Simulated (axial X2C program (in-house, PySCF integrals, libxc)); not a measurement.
# A two-component session on ZrCl⁻: properties at the nuclei

Aim: properties at the nuclei of ZrCl⁻, with spin–orbit coupling in the Hamiltonian from the start.

Program: an in-house X2C program for linear molecules on PySCF integrals. Level of theory: two-component X2C with atomic mean-field terms, Zr dyall-acv3z, Cl dyall-av3z. These are calculated values, not measurements.

### 1 The job

task.json

```json
{
 "zs": [
  40,
  17
 ],
 "q": -1,
 "bas": [
  "dyall-acv3z",
  "dyall-av3z"
 ],
 "r0": 2.53,
 "levels": [
  "PBE0",
  "HF",
  "r2SCAN",
  "PBE",
  "LDA"
 ],
 "nst": 3
}
```

Keys: zs atomic numbers; q charge; bas basis sets; r0 starting distance in Å; levels methods (HF also brings MP2); nst determinants followed.

Started as:

```
$ python soeom.py task.json out
```

After this run come: Expectation values, lowest determinant; Expectation values, a higher determinant; Expectation values, a higher determinant.

**Question.** What will these runs give? Wanted: lowest determinant; Eeff magnitude; Ws magnitude Zr; A∥/gI Zr; qzz Zr; higher determinant (for each run or level that gives them).

The runs gave:

| quantity | value |
| --- | --- |
| lowest determinant | Ω = 1 (excess of +ω over −ω: ω = -3/2, ω = 5/2) |
| Eeff magnitude (GV/cm), PBE0 | 1.44 |
| Ws magnitude Zr (kHz), PBE0 | 0.683 |
| A∥/gI Zr (MHz), PBE0 | 162 |
| qzz Zr (a.u.), PBE0 | 0.58 |
| higher determinant | Ω = 2 (excess of +ω over −ω: ω = 1/2, ω = 3/2) |
| Eeff magnitude (GV/cm), PBE0, higher determinant | 0.504 |
| Ws magnitude Zr (kHz), PBE0, higher determinant | 0.0985 |
| A∥/gI Zr (MHz), PBE0, higher determinant | 249 |
| qzz Zr (a.u.), PBE0, higher determinant | -1.06 |
| higher determinant | Ω = 4 (excess of +ω over −ω: ω = 3/2, ω = 5/2) |
| Eeff magnitude (GV/cm), PBE0, higher determinant | 0.48 |
| Ws magnitude Zr (kHz), PBE0, higher determinant | 0.0425 |
| A∥/gI Zr (MHz), PBE0, higher determinant | 187 |
| qzz Zr (a.u.), PBE0, higher determinant | -1.07 |

In the first state, the effective field runs from 1.09 to 2.83 GV/cm over the mean-field levels, so the levels don't agree on it. The expectation values come from single determinants, which for open shells can mix terms of unlike spin or miss the lowest Ω, so a determinant need not be a state. Eeff is the effective electric field on the electron dipole moment in this Ω state and Ws the scalar–pseudoscalar constant (defined with the proton number Z and per Ω); A∥ is the parallel hyperfine constant, which follows by multiplying with the nuclear g factor gI = μI/(I μN); qzz is the electric field gradient, eQq0 = 234.96 MHz × Q/barn × qzz. The operators were transformed with the bare-nucleus X2C matrices.
